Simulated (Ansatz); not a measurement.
# SnO (Romarchite): the cost of one run

Program: Ansatz 0.2.0, driven from Python. Level of theory: DFT PBEsol, plane waves, PAW. These are calculated values, not measurements.

## (1) The system

It takes space group P4/nmm (No. 129, tetragonal). Conventional cell: a = 3.799 Å, b = 3.799 Å, c = 4.841 Å, α = 90.00°, β = 90.00°, γ = 90.00°. Sn (site symmetry 4mm) is surrounded by 4 O at 2.22 Å. O (site symmetry -4m2) is surrounded by 4 Sn at 2.22 Å.

No structure file is read: the coordinates are typed or built in the script.

## (2) Script

The input, run_kconv.py:

```python
'''k-point test for SnO.'''

import ansatz as az
import matplotlib.pyplot as plt


def main() -> None:
    lattice = az.Lattice.of(
        (3.7986, 0.0, 0.0),
        (0.0, 3.7986, 0.0),
        (0.0, 0.0, 4.8408),
    )
    sites = [
        ('Sn', (0.5, 0.0, 0.2369)),
        ('Sn', (0.0, 0.5, 0.7631)),
        ('O', (0.0, 0.0, 0.0)),
        ('O', (0.5, 0.5, 0.0)),
    ]
    xtal = az.Crystal(lattice=lattice)
    for symbol, position in sites:
        xtal = xtal.atom(symbol, position)

    model = xtal.calculation().pseudopotentials('paw').functional('pbesol').occupations('Fixed').forces().stress()

    rows = []
    for value in [0.8, 0.6, 0.5, 0.4, 0.33]:
        data = model.kpoints(spacing=value).run(threads=1, pin='off').report
        rows.append((value, data['free_energy_ev'] / len(data['lattice']['sites']), data['n_iterations'], sum(data['stress_gpa'][i][i] for i in range(3)) / 3, max(abs(f) for row in data['forces_ev_ang'] for f in row), data['n_kpoints']))

    print('spacing (1/A)   F/atom (eV)    iterations       P (GPa)  max component (eV/A)      k-points')
    for row in rows:
        print(f'{str(row[0]):>12s}  {row[1]:12.5f}  {row[2]:12d}  {row[3]:12.3f}  {row[4]:20.4f}  {row[5]:12d}')

    # the last row is the reference
    for row in rows[:-1]:
        shift = 1000 * (row[1] - rows[-1][1])
        print(f'{row[0]}: {shift:+.2f} meV/atom' + ('  (within 2 meV)' if abs(shift) < 2 else ''))
    plt.figure(figsize=(4.5, 3))
    plt.plot([str(row[0]) for row in rows], [1000 * (row[1] - rows[-1][1]) for row in rows], 'o-')
    plt.xlabel('spacing (1/A)')
    plt.ylabel('F - F(last) (meV/atom)')
    plt.tight_layout()
    plt.savefig('kconv.png', dpi=100)


if __name__ == '__main__':
    main()
```

## (3) What the engine is handed

The engine receives this input (first run):

```yaml
crystal:
  lattice:
    - [3.7986, 0.0, 0.0]
    - [0.0, 3.7986, 0.0]
    - [0.0, 0.0, 4.8408]
  atoms:
    - { symbol: Sn, position: [0.5, 0.0, 0.2369] }
    - { symbol: Sn, position: [0.0, 0.5, 0.7631] }
    - { symbol: O, position: [0.0, 0.0, 0.0] }
    - { symbol: O, position: [0.5, 0.5, 0.0] }
kpoints:
  mp_grid:
    kspacing: 0.8
hamiltonian:
  xc: pbesol
  pseudopotentials:
    kind: paw
scf:
  occupations:
    method: fixed
output:
  forces: true
  stress: true
```

## (4) Running it

Started as:

```console
$ python run_kconv.py
```

What time and memory should one allow on 1 thread of Arm Neoverse V1, shared host?

About 10 s, with a peak of 0.44 GiB.
